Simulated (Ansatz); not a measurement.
# SiSnTe3: a trial structure relaxed, part 2 of 2

Where does this trial cell of SiSnTe3 go when cell and atoms are let free?

Ansatz 0.2.0; DFT PBE, scalar-relativistic, plane waves, PAW.

## 4. Relaxation on the finer mesh

The end of the coarse run is made exact in the group found at a tolerance of 0.06 Å and reduced to its primitive cell.

Contents of input.yaml:

```yaml
crystal:
  lattice:
    - [5.1236881665, 0.0, 0.0]
    - [0.0, 5.1236881665, 0.0]
    - [0.0, 0.0, 6.8554645564]
  atoms:
    - { symbol: Si, position: [0.5, 0.5, 0.7206010035] }
    - { symbol: Sn, position: [0.0, 0.0, 0.8298296761] }
    - { symbol: Te, position: [0.0, 0.5, 0.57384929] }
    - { symbol: Te, position: [0.5, 0.0, 0.57384929] }
    - { symbol: Te, position: [0.5, 0.5, 0.0744707603] }
basis:
  ecutwfc: 420
kpoints:
  mp_grid: { grid: [8, 8, 6] }
hamiltonian:
  xc: pbe
scf:
  occupations: { method: gaussian, width: 0.1 }
output:
  forces: true
  stress: true
  eigenvalues: true
  write_density: true
  write_potential: true
  elf: true
  volumetric_format: npy
relax:
  adjacent_minimum: "off"
  f_tol: 0.01
  max_steps: 80
  cell: { stress_tol: 0.05 }
```

On the command line:

```
> ansatz run input.yaml --threads 1 --pin off --max-ram 2560MiB --backend cpu --events-out ev --progress --plain --runs-dir out
```

The program printed:

```text
Warning: RAYON_NUM_THREADS=1 ignored (pool sized by the plan → 1); use --threads N
Engine: ansatz 0.2.0, x86_64-unknown-linux-gnu
Pseudopotentials: kind: paw
Pseudopotential: Si, paw, valence charge 4, recommended cutoff 420 eV (normal), Si.paw.azcp
Pseudopotential: Sn, paw, valence charge 14, recommended cutoff 420 eV (normal), Sn.paw.azcp
Pseudopotential: Te, paw, valence charge 16, recommended cutoff 420 eV (normal), Te.paw.azcp
Functional definition: PBE
  parameter kappa = 0.804
  parameter beta = 0.06672455060314922
  exchange = pbe_x(kappa = kappa, mu = beta*pi^2/3)
  correlation = pbe_c(beta = beta)
Crystal: 5 atoms, lattice volume = 179.971 Å³
Basis set: ecut = 420 eV, 3551 PW (Γ), exchange–correlation on 72×72×96 points (8 copies of the dense FFT grid, shifted against one another)
Bands: 40, of which v1, the nominal top of the filled ones, is band 33 counted from 1 (32 counted from 0)
Symmetry: 8 space group operations
Space group: P4mm (ITA 99), of the structure as read, at distance tolerance 5.6e-5 Å
k-points: 60 of 384 (time reversal used)
Non-local potential: Si, projectors of the file, l = 0: 2, l = 1: 2, l = 2: 2
Non-local potential: Sn, projectors of the file, l = 0: 2, l = 1: 2, l = 2: 2, l = 3: 2
Non-local potential: Te, projectors of the file, l = 0: 2, l = 1: 2, l = 2: 2, l = 3: 2
PAW form: soft (Blöchl's): semilocal exchange-correlation on the pseudo side does not see the compensation charge
PAW one-centre angular grid: Si, 110 points (default); XC on 64 Gauss nodes
PAW one-centre angular grid: Sn, 590 points (default); XC on 64 Gauss nodes
PAW one-centre angular grid: Te, 590 points (default); XC on 64 Gauss nodes
Initial density: superposition of atomic densities (neutral atoms: chi_scale 0, normalization atom), corrected by the library's trained network
Initial wavefunctions: pseudopotential atomic-orbital guess
Functional: x = pbe(κ = 0.804, μ = 0.2195149727645171), c = pbe(β = 0.06672455060314922)
SCF iter   1: F=—  HF=-27599.478924 eV  |F-HF|=—  |Δ(HF+E_count)|=         —  Δρ=2.74e-3  dr2=3.50e-2  ethr=1.77e-3  ⟨swp⟩=7.9  Hψ=10479  notcnv=0
preconditioner: auto → LDOS  [metal: Δε(μ)=0.026 eV  Ē_g=7.775 eV  σ=0.100 eV  W_gap=0.15  n_scr=36 (ndim 8)  ℏωp=14.1 eV  f_vac=0.122  D(μ)=0.86/eV (n_scr^D=2)  β→1.0]
SCF iter   2: F=—  HF=-27599.487888 eV  |F-HF|=—  |Δ(HF+E_count)|=   8.96e-3  Δρ=2.83e-3  dr2=6.59e-2  ethr=5.30e-5  ⟨swp⟩=2.3  Hψ=5217  notcnv=0  defer=93
SCF iter   3: F=—  HF=-27599.475148 eV  |F-HF|=—  |Δ(HF+E_count)|=   1.27e-2  Δρ=1.13e-3  dr2=9.13e-3  ethr=5.30e-5  ⟨swp⟩=2.2  Hψ=4386  notcnv=0  defer=93
SCF iter   4: F=—  HF=-27599.473048 eV  |F-HF|=—  |Δ(HF+E_count)|=   2.10e-3  Δρ=1.61e-4  dr2=1.23e-4  ethr=1.38e-5  ⟨swp⟩=2.0  Hψ=2841  notcnv=0  defer=93
SCF iter   5: F=—  HF=-27599.473025 eV  |F-HF|=—  |Δ(HF+E_count)|=   2.34e-5  Δρ=4.65e-5  dr2=8.75e-6  ethr=1.86e-7  ⟨swp⟩=2.1  Hψ=3363  notcnv=0  defer=93
SCF iter   6: F=—  HF=-27599.473014 eV  |F-HF|=—  |Δ(HF+E_count)|=   1.11e-5  Δρ=9.88e-6  dr2=2.18e-7  ethr=1.33e-8  ⟨swp⟩=2.0  Hψ=3467  notcnv=0  defer=21
SCF iter   7: F=-27599.473014 eV  HF=-27599.473014 eV  |F-HF|=3.41e-9  |Δ(HF+E_count)|=   4.31e-8  Δρ=2.51e-6  dr2=1.34e-8  ethr=1.52e-10  ⟨swp⟩=14.8  Hψ=18304  notcnv=0
SCF 1 converged in 7 iterations: F = -27599.473014 eV  dr2 = 1.34e-8
relax step   1: F+E_penalty+E_count = -27599.47301389 eV  Δ(F+E_penalty+E_count) = +0.000e0 eV  max|allowed force component| = 3.153e-1 eV/Å  Δτ_max = 0.0000 Å  P = +0.174 GPa  Ω = 179.971 Å³  (7 SCF iters, dr2 threshold 1.00e-7 eV, accepted)
Crystal: 5 atoms, lattice volume = 179.657 Å³
Basis set: ecut = 420 eV, 3503 PW (Γ), exchange–correlation on 72×72×96 points (8 copies of the dense FFT grid, shifted against one another)
Initial density: handed on by an earlier stage of this run
Initial wavefunctions: those handed on with the density
iter 1 solved again at ethr=4.28e-5 eV; its pass at ethr=3.10e-3 eV (dr2=2.82e-2 eV) is discarded
SCF iter   1: F=—  HF=-27599.494796 eV  |F-HF|=—  |Δ(HF+E_count)|=         —  Δρ=2.35e-3  dr2=3.11e-2  ethr=4.28e-5  ⟨swp⟩=1.7  Hψ=12010  notcnv=0
preconditioner: auto → Kerker (q_TF=auto, 2.309 Å⁻¹)  [metal: Δε(μ)=0.030 eV  Ē_g=7.730 eV  σ=0.100 eV  W_gap=0.17  n_scr=36 (ndim 8)  ℏωp=14.1 eV  f_vac=0.113  D(μ)=0.61/eV (n_scr^D=0)]
SCF iter   2: F=—  HF=-27599.491440 eV  |F-HF|=—  |Δ(HF+E_count)|=   3.36e-3  Δρ=1.39e-3  dr2=1.34e-2  ethr=4.28e-5  ⟨swp⟩=1.0  Hψ=2400  notcnv=0
SCF iter   3: F=—  HF=-27599.488902 eV  |F-HF|=—  |Δ(HF+E_count)|=   2.54e-3  Δρ=3.68e-4  dr2=1.09e-3  ethr=2.03e-5  ⟨swp⟩=1.8  Hψ=2544  notcnv=0
SCF iter   4: F=—  HF=-27599.488780 eV  |F-HF|=—  |Δ(HF+E_count)|=   1.23e-4  Δρ=2.06e-4  dr2=2.53e-4  ethr=1.66e-6  ⟨swp⟩=2.1  Hψ=3539  notcnv=0
SCF iter   5: F=—  HF=-27599.488762 eV  |F-HF|=—  |Δ(HF+E_count)|=   1.72e-5  Δρ=7.81e-5  dr2=2.94e-5  ethr=3.84e-7  ⟨swp⟩=2.0  Hψ=3232  notcnv=0
SCF iter   6: F=—  HF=-27599.488786 eV  |F-HF|=—  |Δ(HF+E_count)|=   2.38e-5  Δρ=3.44e-5  dr2=5.27e-6  ethr=4.46e-8  ⟨swp⟩=3.0  Hψ=4465  notcnv=0
SCF iter   7: F=—  HF=-27599.488791 eV  |F-HF|=—  |Δ(HF+E_count)|=   5.10e-6  Δρ=1.37e-5  dr2=1.05e-6  ethr=7.99e-9  ⟨swp⟩=3.0  Hψ=4447  notcnv=0
SCF iter   8: F=-27599.488792 eV  HF=-27599.488792 eV  |F-HF|=1.35e-7  |Δ(HF+E_count)|=   1.00e-6  Δρ=5.47e-6  dr2=2.17e-7  ethr=7.58e-10  ⟨swp⟩=12.1  Hψ=17959  notcnv=0
SCF 2 converged in 8 iterations: F = -27599.488792 eV  dr2 = 2.17e-7
relax step   2: F+E_penalty+E_count = -27599.48879245 eV  Δ(F+E_penalty+E_count) = -1.578e-2 eV  max|allowed force component| = 1.955e-1 eV/Å  Δτ_max = 0.1092 Å  P = -0.128 GPa  Ω = 179.657 Å³  energy of the carried Pulay correction = +4.239e-5 eV  (8 SCF iters, dr2 threshold 5.00e-7 eV, accepted)
Crystal: 5 atoms, lattice volume = 180.614 Å³
Basis set: ecut = 420 eV, 3535 PW (Γ), exchange–correlation on 72×72×96 points (8 copies of the dense FFT grid, shifted against one another)
iter 1 solved again at ethr=3.54e-6 eV; its pass at ethr=3.10e-3 eV (dr2=2.34e-3 eV) is discarded
SCF iter   1: F=—  HF=-27599.494188 eV  |F-HF|=—  |Δ(HF+E_count)|=         —  Δρ=8.59e-4  dr2=2.25e-3  ethr=3.54e-6  ⟨swp⟩=2.2  Hψ=12913  notcnv=0
preconditioner: auto → Kerker (q_TF=auto, 2.307 Å⁻¹)  [metal: Δε(μ)=0.025 eV  Ē_g=7.751 eV  σ=0.100 eV  W_gap=0.14  n_scr=36 (ndim 8)  ℏωp=14.1 eV  f_vac=0.121  D(μ)=0.61/eV (n_scr^D=0)]
SCF iter   2: F=—  HF=-27599.493858 eV  |F-HF|=—  |Δ(HF+E_count)|=   3.30e-4  Δρ=5.09e-4  dr2=1.04e-3  ethr=3.41e-6  ⟨swp⟩=1.0  Hψ=2400  notcnv=0
SCF iter   3: F=—  HF=-27599.493633 eV  |F-HF|=—  |Δ(HF+E_count)|=   2.25e-4  Δρ=1.02e-4  dr2=9.57e-5  ethr=1.57e-6  ⟨swp⟩=2.3  Hψ=3327  notcnv=0
SCF iter   4: F=—  HF=-27599.493570 eV  |F-HF|=—  |Δ(HF+E_count)|=   6.26e-5  Δρ=5.29e-5  dr2=2.23e-5  ethr=1.45e-7  ⟨swp⟩=1.6  Hψ=2511  notcnv=0
SCF iter   5: F=—  HF=-27599.493574 eV  |F-HF|=—  |Δ(HF+E_count)|=   3.30e-6  Δρ=2.03e-5  dr2=2.29e-6  ethr=3.38e-8  ⟨swp⟩=2.0  Hψ=3093  notcnv=0
SCF iter   6: F=-27599.493576 eV  HF=-27599.493575 eV  |F-HF|=3.17e-7  |Δ(HF+E_count)|=   1.64e-6  Δρ=9.26e-6  dr2=4.39e-7  ethr=7.58e-10  ⟨swp⟩=12.1  Hψ=18151  notcnv=0
SCF 3 converged in 6 iterations: F = -27599.493576 eV  dr2 = 4.39e-7
relax step   3: F+E_penalty+E_count = -27599.49357554 eV  Δ(F+E_penalty+E_count) = -4.783e-3 eV  max|allowed force component| = 1.405e-1 eV/Å  Δτ_max = 0.0246 Å  P = +0.065 GPa  Ω = 180.614 Å³  energy of the carried Pulay correction = -8.653e-5 eV  (6 SCF iters, dr2 threshold 5.00e-7 eV, accepted)
[... 10 lines left out ...]
relax step   4: F+E_penalty+E_count = -27599.49554255 eV  Δ(F+E_penalty+E_count) = -1.967e-3 eV  max|allowed force component| = 4.478e-2 eV/Å  Δτ_max = 0.0135 Å  P = +0.057 GPa  Ω = 181.598 Å³  energy of the carried Pulay correction = -2.185e-4 eV  (5 SCF iters, dr2 threshold 5.00e-7 eV, accepted)
[... 11 lines left out ...]
relax step   5: F+E_penalty+E_count = -27599.49698159 eV  Δ(F+E_penalty+E_count) = -1.439e-3 eV  max|allowed force component| = 4.693e-2 eV/Å  Δτ_max = 0.0280 Å  P = +0.054 GPa  Ω = 184.137 Å³  energy of the carried Pulay correction = -5.555e-4 eV  (6 SCF iters, dr2 threshold 1.25e-7 eV, accepted)
[... 11 lines left out ...]
relax step   6: F+E_penalty+E_count = -27599.49745151 eV  Δ(F+E_penalty+E_count) = -4.699e-4 eV  max|allowed force component| = 7.091e-3 eV/Å  Δτ_max = 0.0222 Å  P = -0.005 GPa  Ω = 186.137 Å³  energy of the carried Pulay correction = -8.177e-4 eV  (6 SCF iters, dr2 threshold 1.38e-7 eV, accepted)
[... 14 lines left out ...]
relax step   7: F+E_penalty+E_count = -27599.49742632 eV  Δ(F+E_penalty+E_count) = +2.518e-5 eV  max|allowed force component| = 8.673e-3 eV/Å  Δτ_max = 0.0146 Å  P = +0.013 GPa  Ω = 187.252 Å³  energy of the carried Pulay correction = -9.626e-4 eV  (9 SCF iters, accepted)
Basis set: ecut = 420 eV, 3617 PW (Γ), exchange–correlation on 72×72×100 points (8 copies of the dense FFT grid, shifted against one another)
Initial wavefunctions: pseudopotential atomic-orbital guess (no wavefunctions were taken with the density)
iter 1 solved again at ethr=9.46e-7 eV; its pass at ethr=3.10e-3 eV (dr2=6.25e-4 eV) is discarded
SCF iter   1: F=—  HF=-27599.495352 eV  |F-HF|=—  |Δ(HF+E_count)|=         —  Δρ=2.04e-4  dr2=2.33e-6  ethr=9.46e-7  ⟨swp⟩=3.0  Hψ=15878  notcnv=0
preconditioner: auto → Resta (q_TF=auto, 2.293 Å⁻¹)  ε∞=4.2  [insulator: Δε(μ)=0.150 eV  Ē_g=7.742 eV  σ=0.100 eV  W_gap=0.55  n_scr=36 (ndim 8)  ℏωp=13.8 eV  f_vac=0.152  D(μ)=0.62/eV (n_scr^D=0)  ε∞_Penn≈4.2]
SCF iter   2: F=—  HF=-27599.497618 eV  |F-HF|=—  |Δ(HF+E_count)|=   2.27e-3  Δρ=1.03e-4  dr2=5.13e-7  ethr=3.53e-9  ⟨swp⟩=4.0  Hψ=5735  notcnv=0
SCF iter   3: F=—  HF=-27599.498441 eV  |F-HF|=—  |Δ(HF+E_count)|=   8.23e-4  Δρ=1.64e-5  dr2=2.69e-8  ethr=7.77e-10  ⟨swp⟩=3.1  Hψ=3818  notcnv=0
SCF iter   4: F=—  HF=-27599.498462 eV  |F-HF|=—  |Δ(HF+E_count)|=   2.14e-5  Δρ=1.74e-6  dr2=4.07e-9  ethr=4.08e-11  ⟨swp⟩=2.0  Hψ=3487  notcnv=0
SCF iter   5: F=—  HF=-27599.498463 eV  |F-HF|=—  |Δ(HF+E_count)|=   1.42e-7  Δρ=3.80e-7  dr2=9.06e-10  ethr=6.16e-12  ⟨swp⟩=2.0  Hψ=3184  notcnv=0
SCF iter   6: F=—  HF=-27599.498463 eV  |F-HF|=—  |Δ(HF+E_count)|=  5.75e-10  Δρ=1.67e-7  dr2=1.14e-10  ethr=1.37e-12  ⟨swp⟩=2.0  Hψ=3031  notcnv=0
SCF iter   7: F=-27599.498463 eV  HF=-27599.498463 eV  |F-HF|=1.82e-11  |Δ(HF+E_count)|=  9.46e-11  Δρ=4.15e-8  dr2=5.83e-12  ethr=1.00e-12  ⟨swp⟩=8.0  Hψ=11652  notcnv=0
SCF 8 converged in 7 iterations: F = -27599.498463 eV  dr2 = 5.83e-12
relax step   8: F+E_penalty+E_count = -27599.49846254 eV  Δ(F+E_penalty+E_count) = -1.036e-3 eV  max|allowed force component| = 8.216e-3 eV/Å  Δτ_max = 0.0000 Å  P = +0.014 GPa  Ω = 187.252 Å³  stress off target by 3.01e-2 GPa  SCF on the basis re-selected at this cell (its energy is not comparable with the rows above)  (7 SCF iters)
basis re-selected at this cell: Δ(F+E_penalty+E_count) = -1.036e-3 eV, ΔP = +0.001 GPa vs the last step (what re-selecting the basis moved, of the pressure what is left beyond the Pulay correction that the steps carried, after the strain that the cell walked since its last selection, with what the two solves' SCF thresholds leave and, on support functions, any second-order correction that the steps lacked; it is no measure of the basis error at this ecutwfc). The dense FFT grid was sized anew with the basis: this SCF ran on 36×36×50 points, the steps before it on 36×36×48, so part of this shift can come from that change (see relax.cell in the input reference). This SCF's stress stands 3.01e-2 GPa from its target on what of the cell is left free (relax.cell.stress_tol is 5.00e-2 GPa) and its largest allowed force component is 8.22e-3 eV/Å (relax.f_tol is 1.00e-2 eV/Å): within both
SCF converged after 7 iterations
Free energy (F): -27599.498463 eV
Harris-Foulkes:  -27599.498463 eV  (|F-HF|=1.82e-11)
Internal energy: -27599.495373 eV  (E = F + TS)
E sigma→0 (E₀):  -27599.496918 eV
Entropy (-TS):   -0.003090 eV (-0.618 meV/atom)
Fermi energy:    5.729055 eV
--- Per-component energies (eV) ---
  E_band       = -1061.042973
  E_kinetic    = 764.406941
  E_local      = -6576.618263  (includes V_loc(G=0)·N_el)
  E_nonlocal   = -938.361487
  E_hartree    = 3817.484629
  E_xc         = -809.390452
  E_vxc        = -452.990747  (∫ρ·V_xc dr)
  E_paw        = -18632.658157  (= ΣΔE_a)
  E_vpaw       = -1492.448056  (= ΣTr[D̂ρ^β])
  E_aug_tail   = -0.000662  (compensation charges beyond the density's cutoff)
  E_ewald      = -5224.357922
  E_smearing   = -0.003090  (= −TS)
  E_closure    = -0.000000  (closes the sum)
  Σ components = -27599.498463   (vs F -27599.498463, Δ=0.00e0)
--- Forces (eV/Å), atoms counted from 1 ---
  atom   1  Si     0.00000000     0.00000000    -0.00294203
  atom   2  Sn    -0.00000000    -0.00000000    -0.00012107
  atom   3  Te     0.00000000    -0.00000000    -0.00257664
  atom   4  Te    -0.00000000     0.00000000    -0.00257664
  atom   5  Te    -0.00000000    -0.00000000     0.00821627
  max |Σ_I F_I| component: 1.08e-7 eV/Å
--- Stress (GPa, compression-positive) ---
        0.005306       0.000000      -0.000000
        0.000000       0.005306       0.000000
       -0.000000       0.000000       0.030127
  P = ⅓ Tr σ = 0.0136 GPa (0.136 kbar)
--- Band table (eV; the first three rows and the last of 60) ---
  k-point 0: bands = ["-31.0495", "-31.0432", "-31.0402", "-31.0193", "-30.9731", "-30.9731", "-30.9094", "-30.9094", "-30.9033", "-30.8948", "-30.3617", "-30.3006", "-30.3006", "-30.1854", "-30.1845", "-15.9166", "-15.9113", "-15.9086", "-15.9086", "-15.9037", "-7.1364", "-4.7284", "-4.2289", "-0.6565", "-0.1702", "0.6373", "0.6373", "3.9846", "4.6073", "4.7227", "4.7387", "4.7387", "4.7744", "4.7744", "7.0092", "7.8211", "7.8211", "9.5209", "9.7704", "10.2090"]
  k-point 1: bands = ["-31.0495", "-31.0432", "-31.0402", "-31.0193", "-30.9731", "-30.9731", "-30.9094", "-30.9094", "-30.9033", "-30.8949", "-30.3617", "-30.3006", "-30.3006", "-30.1854", "-30.1845", "-15.9166", "-15.9113", "-15.9086", "-15.9086", "-15.9037", "-7.1304", "-4.7524", "-4.2287", "-0.6380", "-0.1181", "0.6421", "0.6421", "3.8512", "4.6571", "4.7118", "4.7186", "4.7186", "4.7458", "4.7458", "6.9699", "7.9249", "7.9249", "9.5428", "9.7753", "10.2400"]
  k-point 2: bands = ["-31.0495", "-31.0432", "-31.0402", "-31.0194", "-30.9731", "-30.9731", "-30.9094", "-30.9094", "-30.9033", "-30.8949", "-30.3617", "-30.3006", "-30.3006", "-30.1854", "-30.1845", "-15.9166", "-15.9113", "-15.9086", "-15.9086", "-15.9037", "-7.1181", "-4.7995", "-4.2284", "-0.6077", "-0.0018", "0.6516", "0.6516", "3.6390", "4.6265", "4.6265", "4.6737", "4.6903", "4.7469", "4.7469", "6.9242", "8.1265", "8.1265", "9.7103", "9.7852", "10.3403"]
  k-point 59: bands = ["-31.0449", "-31.0449", "-31.0313", "-31.0313", "-30.9755", "-30.9708", "-30.9116", "-30.9074", "-30.8987", "-30.8987", "-30.3617", "-30.3006", "-30.3006", "-30.1852", "-30.1845", "-15.9127", "-15.9121", "-15.9106", "-15.9106", "-15.9028", "-5.4098", "-5.4098", "-5.0601", "-2.6017", "-1.7478", "2.2187", "2.2187", "2.5647", "2.6638", "5.1846", "5.1846", "5.8465", "6.7642", "6.8665", "7.9113", "7.9113", "8.3563", "8.6225", "8.6225", "9.7664"]
--- Relaxed structure (7 steps of the walk, 7 accepted, 1 SCFs on fresh bases) ---
  F+E_penalty+E_count = -27599.49846254 eV   max|allowed force component| = 8.216e-3 eV/Å   (the final SCF, on the basis selected at the relaxed cell)
  cell:  # Å, volume = 187.2516 Å³
    - [5.089377648026398, 2.1847366728179797e-35, -1.2584083235431563e-32]
    - [2.1847366728179797e-35, 5.089377648026398, 0.0]
    - [-1.6837429170522593e-32, 0.0, 7.229299758133997]
  atoms:
    - { symbol: Si, position: [0.49999999999999994, 0.49999999999999994, 0.7183941190559077] }
    - { symbol: Sn, position: [-5.112068961362779e-34, 2.0590230357872116e-84, 0.8384308600991419] }
    - { symbol: Te, position: [-1.2629817433955092e-33, 0.49999999999999994, 0.5807706964328726] }
    - { symbol: Te, position: [0.49999999999999994, -3.3409558876152446e-52, 0.5807706964328726] }
    - { symbol: Te, position: [0.49999999999999994, 0.49999999999999994, 0.05423364787920445] }
```

It took 12 min on 1 thread of Intel Xeon at 2.50GHz (Skylake/Cascade Lake), shared host; peak memory 0.65 GiB.

Step by step:

| step | energy from step 1 (eV/cell) | largest force component (eV/Å) | pressure (GPa) | volume (Å³) |
| --- | --- | --- | --- | --- |
| 1 | 0.0000 | 0.3153 | 0.17 | 179.97 |
| 2 | -0.0158 | 0.1955 | -0.13 | 179.66 |
| 3 | -0.0206 | 0.1405 | 0.07 | 180.61 |
| 4 | -0.0225 | 0.0448 | 0.06 | 181.60 |
| 5 | -0.0240 | 0.0469 | 0.05 | 184.14 |
| 6 | -0.0244 | 0.0071 | 0.00 | 186.14 |
| 7 | -0.0244 | 0.0087 | 0.01 | 187.25 |
| 8 | -0.0254 | 0.0082 | 0.01 | 187.25 |

Step 1 is the start. Step 8 repeats the geometry before it on a plane-wave basis chosen anew for that cell, so its energy need not be comparable with the rows above.

|  | before | after | change |
| --- | --- | --- | --- |
| a (Å) | 5.124 | 5.089 | -0.7 % |
| b (Å) | 5.124 | 5.089 | -0.7 % |
| c (Å) | 6.855 | 7.229 | +5.5 % |
| volume (Å³/atom) | 35.99 | 37.45 | +4.0 % |
| shortest distance (Å) | 2.426 | 2.428 | +0.1 % |
| space group (0.01 Å) | P4mm | P4mm | same |

The run keeps the 8 symmetry operations of the start, so it could not have lowered the symmetry.

Density in a lattice plane of the grid's cell (edges 5.09 and 7.23 Å, at 0.500 of the third edge), which holds Si and Te.

Ten even steps from '0' (0.01 e/Å³) to '9' (17.20 e/Å³):
```
0000000010000000
0000000000000000
0000000000000000
0000000000000000
0000000000000000
0000000000000000
3200000000000002
9610000000000016
8510000000000015
2100000000000001
0000000000000000
0000000000000000
0000000000000000
0000000000000000
0000000000000000
0000000000000000
0000000111000000
0000001464100000
0000001696100000
0000001353100000
```
Columns run along the first of these edges and rows up along the second, over one cell in 16 and 20 even steps from the bottom left corner. Atoms in the plane (fractional): Si at (0.50, 0.72), Te at (1.00, 0.58), Te at (0.50, 0.05).

ELF in the same plane.

Values, 12 rows by 8 columns:
```
0.03 0.07 0.45 0.56 0.50 0.56 0.45 0.07
0.21 0.14 0.28 0.74 0.85 0.74 0.28 0.14
0.60 0.57 0.53 0.49 0.41 0.49 0.53 0.57
0.24 0.46 0.70 0.73 0.40 0.73 0.70 0.46
0.24 0.27 0.57 0.64 0.66 0.64 0.57 0.27
0.25 0.51 0.51 0.21 0.25 0.21 0.51 0.51
0.76 0.77 0.36 0.04 0.02 0.04 0.36 0.77
0.63 0.34 0.04 0.04 0.07 0.04 0.04 0.34
0.03 0.02 0.22 0.58 0.63 0.58 0.22 0.02
0.00 0.22 0.73 0.60 0.49 0.60 0.73 0.22
0.03 0.40 0.74 0.33 0.03 0.33 0.74 0.40
0.01 0.27 0.68 0.36 0.04 0.36 0.68 0.27
```
Columns run along the first of these edges and rows up along the second, over one cell in 8 and 12 even steps from the bottom left corner. Atoms in the plane (fractional): Si at (0.50, 0.72), Te at (1.00, 0.58), Te at (0.50, 0.05).

Both are smooth fields of the valence electrons: close to the nuclei they are not physical.

Maxima of ELF outside the ion cores: 0.87 on the Si–Te line, 0.9 Å from Si; 0.84 beside Te, off the lines to its neighbours, 1.5 Å from Te; 0.68 on the Te–Sn line, 1.3 Å from Te.

## 5. Results

This closing draws on all 2 parts. Changes of volume or cell count from the first structure of part 1.

| quantity | value |
| --- | --- |
| symmetry at the end (tolerance 0.05 Å) | space group P4mm (No. 99) |
| conventional cell | a = 5.089 Å, b = 5.089 Å, c = 7.229 Å, α = 90.00°, β = 90.00°, γ = 90.00° |
| volume | 37.45 Å³/atom |
| energy over the elements, grey Sn | +0.08 eV/atom |
| gap on the mesh | none (metal) |

What this shows: The space group P4mm (No. 99) is kept, and the volume per atom grows by 35.3 % from the first guess. The formation energy is positive, so the separate elements lie lower. No finished test with a distortion of lower symmetry is shown, so the end may be a saddle point. Spin-orbit coupling is left out for Te. Layers here are held mostly by dispersion, which this level lacks, so their spacing and the stiffness across them are unreliable there.
